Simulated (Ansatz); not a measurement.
# Al: the cost of one run

Method: DFT PBEsol, scalar-relativistic, plane waves, PAW, in Ansatz 0.2.0.

## 1. The system as given

The structure is cubic, space group Im-3m (No. 229). The conventional cell has a = 3.182 Å, b = 3.182 Å, c = 3.182 Å, α = 90.00°, β = 90.00°, γ = 90.00°. Around Al (site symmetry m-3m) lie 8 Al at 2.76 Å.

Coordinates:

```cif
data_structure
_symmetry_space_group_name_H-M 'Im-3m'
_symmetry_Int_Tables_number 229
_cell_length_a 3.1824
_cell_length_b 3.1824
_cell_length_c 3.1824
_cell_angle_alpha 90.000
_cell_angle_beta 90.000
_cell_angle_gamma 90.000
_cell_volume 32.23
loop_
_atom_site_label
_atom_site_type_symbol
_atom_site_symmetry_multiplicity
_atom_site_Wyckoff_symbol
_atom_site_fract_x
_atom_site_fract_y
_atom_site_fract_z
_atom_site_occupancy
Al1 Al 2 a 0.00000 0.00000 0.00000 1
```

It goes back to an entry of the Materials Project, which need not be the stable form.

The cell is taken as given, not relaxed at this level.

## 2. The reference cell

Reference values: F = -524.4497 eV; pressure 2.21 GPa; largest force 0.000 eV/Å; gap on the mesh none (metal). It was computed beforehand with the settings of the runs below.

## 3. Next: a trigonal deformation path

At fixed volume and fractional coordinates, lengths along (0.577, 0.577, 0.577) are scaled against those across it; ρ is that ratio over its starting value.

## 4. ρ = 0.500

Contents of input.yaml:

```yaml
crystal:
  lattice:
    - [-2.3389449096, 1.6706749354, 1.6706749354]
    - [1.6706749354, -2.3389449096, 1.6706749354]
    - [1.6706749354, 1.6706749354, -2.3389449096]
  atoms:
    - { symbol: Al, position: [0.0, 0.0, 0.0] }
basis:
  ecutwfc: 420
kpoints:
  mp_grid: { grid: [24, 24, 24] }
hamiltonian:
  xc: pbesol
scf:
  occupations: { method: gaussian, width: 0.15 }
output:
  forces: true
  stress: true
  eigenvalues: true
```

The run is started by

```
$ ansatz run input.yaml --threads 1 --pin off --max-ram 2560MiB --backend cpu --events-out ev --progress --plain --runs-dir out
```

What time and memory should one allow on 1 thread of Intel Xeon at 2.50GHz (Skylake/Cascade Lake), shared host?

About 25 s, with a peak of 0.47 GiB.
